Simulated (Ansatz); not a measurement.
## InSb3 under changes of volume

One of the cells (27.758 Å³/atom); the others are scaled copies at fixed shape and fractional positions:

```
CELL_PARAMETERS angstrom
4.80637 0.00000 0.00000
0.00000 4.80637 0.00000
0.00000 0.00000 4.80637
ATOMIC_POSITIONS crystal
Sb 0.50000 0.50000 0.00000
Sb 0.00000 0.50000 0.50000
Sb 0.50000 0.00000 0.50000
In 0.00000 0.00000 0.00000
```

The cell comes from a database or a generator and needn't be the stable form of this composition.

```yaml
Program: Ansatz 0.2.0
Functional: PBE
Potentials_or_basis: Ansatz PAW
Cutoff: "420 eV (not typed: the program's choice for these potentials)"
k_mesh: 6 × 6 × 6
Occupations: fermi-dirac, width 0.05 eV
Spin: no spin polarisation
```

```tsv
volume (Å³/atom)	energy over the lowest point (meV/atom)	pressure (GPa)
26.093	20.08	3.9
26.648	9.01	2.5
27.203	2.47	1.3
27.758	0.00	0.2
28.313	1.18	-0.8
28.868	?	?
29.424	12.75	-2.4
```

Q: What does the run at 28.868 Å³/atom give?

A: Energy over the lowest point 5.57 meV/atom; pressure -1.7 GPa.

Worked out: A Birch-Murnaghan fit of order 3 (a polynomial in V^(-2/3)) to the other rows has its minimum at 27.85 Å³/atom with B0 = V·E''(V) = 51 GPa and B' = 4.9. It gives 5.52 meV/atom at 28.868 Å³/atom, against the run's 5.57, and -dE/dV = -1.7 GPa, against -1.7.

Energies are extrapolated to zero smearing.
